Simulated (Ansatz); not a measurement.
# AsH3+ (doublet): PBE, r2SCAN over a scan of the distance As1–H3, 6-31G

Aim: run AsH3+ (doublet) with these functionals over a scan of the distance As1–H3, and hold them against the top wave-function level at the same points.

Program: Ansatz 0.2.0, Gaussian basis. Level of theory: 6-31G, all electrons in the functionals. These are calculated values, not measurements.

Plan: PBE, r2SCAN, at 1.226 Å; 1.340 Å; 1.497 Å; 1.678 Å; 1.806 Å; 2.024 Å; 2.343 Å; 2.767 Å; 3.246 Å; 4.068 Å; 5.137 Å.

15 further runs of the same task are left out: 1 for a known fault of the program, 10 that didn't finish, 4 set aside as unsound or not needed.

## Step 1: What is computed

The geometry derives from a PBE0/def2-TZVP stationary point (not a proven minimum). One bond is set to the value named and the two fragments are kept rigid. No spin-orbit coupling is included. The filled d shell of As may be among the frozen orbitals whatever the setting's name suggests; the logs give the count.

4 atoms, charge 1, spin multiplicity 2.

Atoms are counted from 1 here; the program's logs count them from 0.

Bond lengths: As1–H2 1.497 Å, As1–H3 1.497 Å, As1–H4 1.497 Å. Angles: H2–As1–H3 112.5°, H2–As1–H4 112.5°, H3–As1–H4 112.5°.

As a file:

```
As    0.00005   -0.00001   -0.01619
H     1.43617    0.01375    0.40593
H    -0.73171    1.23854    0.39769
H    -0.70847   -1.25131    0.39980
```

No dispersion term is added.

The geometry shown and the zero of energy belong to the point 1.497 Å. The yardstick, FCI, and other wave-function levels (R restricted, U unrestricted, valence and pair active spaces) come from earlier runs.

## Step 2: PBE, 1.226 Å

in.yaml

```yaml
crystal:
  periodic: [false, false, false]
  atoms:
    - {symbol: As, position_ang: [-0.001659, 0.002886, -0.015221]}
    - {symbol: H, position_ang: [1.434453, 0.016648, 0.406901]}
    - {symbol: H, position_ang: [-0.600983, 1.017273, 0.323754]}
    - {symbol: H, position_ang: [-0.710184, -1.248408, 0.400771]}
basis:
  gaussian: {orbitals: 6-31G}
total_charge: 1
magnetization: {spin_polarized: true, initial_magnetization: 1}
hamiltonian: {xc: {name: PBE}}
output: {orbitals: {seedname: orbitals}}
```

On the command line:

```sh
$ ansatz run in.yaml --threads 1 --pin off --events-out ev --progress --plain --max-ram 2393MiB
```

After this run come: PBE, 1.340 Å; PBE, 1.497 Å; PBE, 1.678 Å; PBE, 1.806 Å; PBE, 2.024 Å; PBE, 2.343 Å; PBE, 2.767 Å; PBE, 3.246 Å; PBE, 4.068 Å; PBE, 5.137 Å; r2SCAN, 1.226 Å; r2SCAN, 1.340 Å; r2SCAN, 1.497 Å; r2SCAN, 1.678 Å; r2SCAN, 1.806 Å; r2SCAN, 2.024 Å; r2SCAN, 2.343 Å; r2SCAN, 2.767 Å; r2SCAN, 3.246 Å; r2SCAN, 4.068 Å; r2SCAN, 5.137 Å.

Q: Predict the results of all the runs planned. Wanted: span of the FCI curve; largest miss, PBE; largest miss, r2SCAN; largest miss, RCCSD(T); largest miss, UCCSD(T).

As calculated:

```
              quantity                   value
 span of the FCI curve            298.0 kJ/mol
     largest miss, PBE   +5.7 kJ/mol (4.068 Å)
  largest miss, r2SCAN  +32.4 kJ/mol (5.137 Å)
largest miss, RCCSD(T)   +3.6 kJ/mol (2.767 Å)
largest miss, UCCSD(T)   +4.4 kJ/mol (2.767 Å)
```

**Reading.** Of the functionals, PBE and NEVPT2 pair keep the smallest largest miss at the points compared (at most 5.7 kJ/mol) and r2SCAN strays most (32.4 kJ/mol, at 5.137 Å). Functionals and the yardstick converge differently with the basis, so part of each miss in 6-31G is the basis.
